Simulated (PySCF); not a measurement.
# MgI−: bond curves at several levels of theory

Aim: find the lowest electronic state of MgI−, scan its bond at several levels of theory, and get bond length, wavenumber and dissociation energy from each curve.

Program: PySCF 2.14.0. Level of theory: Mg def2-SVPD, I def2-SVPD with ECP28, scalar-relativistic core potentials. These are calculated values, not measurements.

## Step 1: Set-up

The job is set up so:

- atoms: Mg, I
- charge: -1
- basis: Mg def2-SVPD, I def2-SVPD with ECP28
- Hamiltonian: scalar-relativistic core potentials
- basis functions: 56
- electrons treated: 38
- masses in u: 23.9850, 126.9045
- levels: PBE0, PBE, r²SCAN, LDA, BHandHLYP, B3LYP, HSE06, HF, MP2, SCS-MP2, CCSD, CCSD(T)
- grid: 80 radial by 434 angular points
- occupations: held fixed by the projection of orbital angular momentum
- dissociation limit: Mg + I−, each in its ground configuration
- starting distance in angstrom: 2.765
- values of 2S to try: 0, 2

Started as:

```
$ OMP_NUM_THREADS=1 python dia.py task.json out
```

The runs that follow: First curve: PBE0; PBE; r²SCAN (meta-GGA); LDA; BHandHLYP; B3LYP (global hybrid GGA); HSE06 (range-separated hybrid); RHF (mean field); Correlated methods on the Hartree–Fock reference.

**Question.** What will these runs give? Wanted: for each run, Re; ωe; De; μ.

**Answer**, as computed:

Lowest PBE0 solution found, without spin–orbit coupling: ¹Σ⁺ (singlet), closed shell.

| level | Re (Å) | ωe (cm⁻¹) | De (eV) | μ (D) |
| --- | --- | --- | --- | --- |
| RHF | 3.068 | 132.1 | 0.479 | 5.37 |
| RHF-MP2 | 2.992 | 153.3 | 0.67 | n/a |
| RHF-SCS-MP2 | 3.010 | 148.3 | 0.62 | n/a |
| RHF-CCSD | 3.006 | 149.5 | 0.62 | n/a |
| RHF-CCSD(T) | 2.996 | 152.9 | 0.66 | n/a |
| LDA | 2.912 | 171.6 | 0.88 | 5.21 |
| PBE | 2.989 | 155.9 | 0.73 | 5.16 |
| r²SCAN | 2.945 | 166.3 | 0.78 | 5.80 |
| B3LYP | 3.030 | 142.8 | 0.55 | 4.80 |
| PBE0 | 2.973 | 158.4 | 0.72 | 5.34 |
| HSE06 | 2.981 | 156.9 | 0.72 | 5.26 |
| BHandHLYP | 3.017 | 143.4 | 0.55 | 4.95 |

De is counted to Mg + I− in their ground configurations. A positive dipole points from Mg to I; in an ion it is taken about the centre of mass and does not tell which atom is negative.

**Reading.** Bond lengths run from 2.912 Å (LDA) to 3.068 Å (RHF). CCSD(T) can't serve as the judge here: for a weak bond in this basis it is far from its limit. Of the levels with a De here, RHF gives the least (0.479 eV) and LDA the most (0.88 eV).

Correlated steps freeze 5 core orbitals. Spin–orbit coupling is left out. With some functionals the highest level of the anion is positive, mostly a sign of self-interaction error; the finite basis then holds the extra electron, and no neutral molecule was run to test the binding.
